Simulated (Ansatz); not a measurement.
# Alloy of ZnS and ZnSe (6 of 32 S sites exchanged), 64 atoms

How does this alloy cell relax, and what gap do PBEsol and r²SCAN give?

All numbers are computed with Ansatz 0.2.0 (PAW, plane waves).

### Step 1. Starting point

64 atoms (32 Zn, 26 S, 6 Se); a = 10.818 Å, b = 10.818 Å, c = 10.818 Å, α = 90.00°, β = 90.00°, γ = 90.00°. All atoms were shaken off their sites by about 0.02 Å along each axis.

Steps to follow: (2) PBEsol cell relaxation at the single k point (¼, ¼, ¼), on 1 × NVIDIA GB300 Max-Q with 8 threads of Arm Neoverse-V2; (3) r²SCAN single point at the single k point (¼, ¼, ¼), on 1 × NVIDIA GB300 Max-Q with 8 threads of Arm Neoverse-V2.

### Step 2. Relaxing cell and atoms with PBEsol

Input file in.yaml:

```yaml
crystal:
  lattice:
    - [10.817836, 0.000000, 0.000000]
    - [0.000000, 10.817836, 0.000000]
    - [0.000000, 0.000000, 10.817836]
  atoms:
    - { symbol: Zn, position: [0.998887, 0.000299, 0.001215] }
    - { symbol: Zn, position: [0.002170, 0.001948, 0.500634] }
    - { symbol: Zn, position: [0.001997, 0.500823, 0.998619] }
    - { symbol: Zn, position: [0.998206, 0.500356, 0.499608] }
    - { symbol: Zn, position: [0.503204, 0.999923, 0.999286] }
    - { symbol: Zn, position: [0.501485, 0.000880, 0.501315] }
    - { symbol: Zn, position: [0.500315, 0.498153, 0.998683] }
    - { symbol: Zn, position: [0.497855, 0.500015, 0.500153] }
    - { symbol: Zn, position: [0.248502, 0.248817, 0.999084] }
    - { symbol: Zn, position: [0.249885, 0.250679, 0.500807] }
    - { symbol: Zn, position: [0.249309, 0.748053, 0.998410] }
    - { symbol: Zn, position: [0.250568, 0.749113, 0.499465] }
    - { symbol: Zn, position: [0.749484, 0.249819, 0.998269] }
    - { symbol: Zn, position: [0.750009, 0.250432, 0.501744] }
    - { symbol: Zn, position: [0.749366, 0.749350, 0.999202] }
    - { symbol: Zn, position: [0.751427, 0.746805, 0.500314] }
    - { symbol: Zn, position: [0.251899, 0.996039, 0.252539] }
    - { symbol: Zn, position: [0.247131, 0.002353, 0.751767] }
    - { symbol: Zn, position: [0.249357, 0.496802, 0.252974] }
    - { symbol: Zn, position: [0.249243, 0.500292, 0.749735] }
    - { symbol: Zn, position: [0.750117, 0.000437, 0.252563] }
    - { symbol: Zn, position: [0.749382, 0.000107, 0.746635] }
    - { symbol: Zn, position: [0.750018, 0.498879, 0.248482] }
    - { symbol: Zn, position: [0.750563, 0.499757, 0.751217] }
    - { symbol: Zn, position: [0.999041, 0.250436, 0.249381] }
    - { symbol: Zn, position: [0.998328, 0.251677, 0.749395] }
    - { symbol: Zn, position: [0.998811, 0.750451, 0.253001] }
    - { symbol: Zn, position: [0.999212, 0.753091, 0.747064] }
    - { symbol: Zn, position: [0.500687, 0.252567, 0.248792] }
    - { symbol: Zn, position: [0.498740, 0.249332, 0.745278] }
    - { symbol: Zn, position: [0.498559, 0.752555, 0.246016] }
    - { symbol: Zn, position: [0.499704, 0.753579, 0.751930] }
    - { symbol: S, position: [0.127145, 0.123889, 0.123908] }
    - { symbol: S, position: [0.125786, 0.125270, 0.625268] }
    - { symbol: S, position: [0.124881, 0.624069, 0.123258] }
    - { symbol: S, position: [0.127522, 0.625694, 0.625963] }
    - { symbol: S, position: [0.625156, 0.124664, 0.122752] }
    - { symbol: S, position: [0.624027, 0.122809, 0.626821] }
    - { symbol: S, position: [0.623528, 0.625272, 0.124718] }
    - { symbol: S, position: [0.623945, 0.622630, 0.626831] }
    - { symbol: S, position: [0.372451, 0.376442, 0.125434] }
    - { symbol: S, position: [0.374037, 0.374440, 0.628734] }
    - { symbol: S, position: [0.376043, 0.876240, 0.124909] }
    - { symbol: S, position: [0.376024, 0.875367, 0.625573] }
    - { symbol: S, position: [0.875012, 0.376319, 0.128300] }
    - { symbol: S, position: [0.873864, 0.373722, 0.626393] }
    - { symbol: S, position: [0.875118, 0.873443, 0.123729] }
    - { symbol: S, position: [0.872753, 0.873579, 0.626898] }
    - { symbol: S, position: [0.376998, 0.125816, 0.877604] }
    - { symbol: S, position: [0.375503, 0.624837, 0.875270] }
    - { symbol: S, position: [0.873624, 0.123906, 0.873111] }
    - { symbol: S, position: [0.875784, 0.623314, 0.875341] }
    - { symbol: S, position: [0.126325, 0.372324, 0.374716] }
    - { symbol: S, position: [0.124350, 0.874810, 0.374562] }
    - { symbol: S, position: [0.625553, 0.377831, 0.375759] }
    - { symbol: S, position: [0.624476, 0.373463, 0.872820] }
    - { symbol: S, position: [0.626935, 0.873677, 0.377327] }
    - { symbol: S, position: [0.624729, 0.872682, 0.872768] }
    - { symbol: Se, position: [0.378167, 0.123545, 0.376558] }
    - { symbol: Se, position: [0.377464, 0.626442, 0.373737] }
    - { symbol: Se, position: [0.875346, 0.127273, 0.377957] }
    - { symbol: Se, position: [0.876891, 0.626365, 0.374687] }
    - { symbol: Se, position: [0.126352, 0.370981, 0.872927] }
    - { symbol: Se, position: [0.124336, 0.874409, 0.875726] }
  symmetry: { detect: false }
kpoints:
  mp_grid: { grid: [1, 1, 1], shift: [0.25, 0.25, 0.25] }
hamiltonian:
  xc: pbesol
scf:
  occupations: { method: fermi_dirac, width: 0.01 }
relax:
  f_tol: 0.03
  max_steps: 80
  escape_saddle: false
  adjacent_minimum: "off"
  cell: { fix: [shape] }
output:
  forces: true
  eigenvalues: true
  populations: true
```

Command:

```bash
> ansatz run in.yaml --threads 8 --pin off --max-ram 118750MiB --runs-dir r --events-out ev --progress --plain --backend cuda --devices 0,
```

Further steps of the session: r²SCAN on the final geometry.

**Question.** What will these runs give? Wanted: for each run, top filled to lowest empty.

The runs gave:

```
             level         time  top filled to lowest empty (eV)
PBEsol, relaxation  6.7 s (GPU)                             2.89
            r²SCAN  6.6 s (GPU)                             3.53
```

```
     quantity                                                                         value
   relaxation                                              4 recorded steps, 0.91 eV gained
largest shift                                                0.10 Å (Zn16 and others alike)
 relaxed cell  a = 10.817 Å, b = 10.817 Å, c = 10.817 Å, α = 90.00°, β = 90.00°, γ = 90.00°
   mean bonds                                                     S–Zn 2.324, Se–Zn 2.421 Å
```

**In words.** Relaxation gains 0.91 eV, with shifts up to 0.10 Å (Zn16 and others alike), while the volume changes by -0.0 %. The mean lengths of the listed bonds run from S–Zn 2.32 Å to Se–Zn 2.42 Å. Spin–orbit coupling is left out, which matters for the band edges of the heavier elements here. With one k point the spacing samples only the states that fold onto it, so it can exceed the gap over the zone.
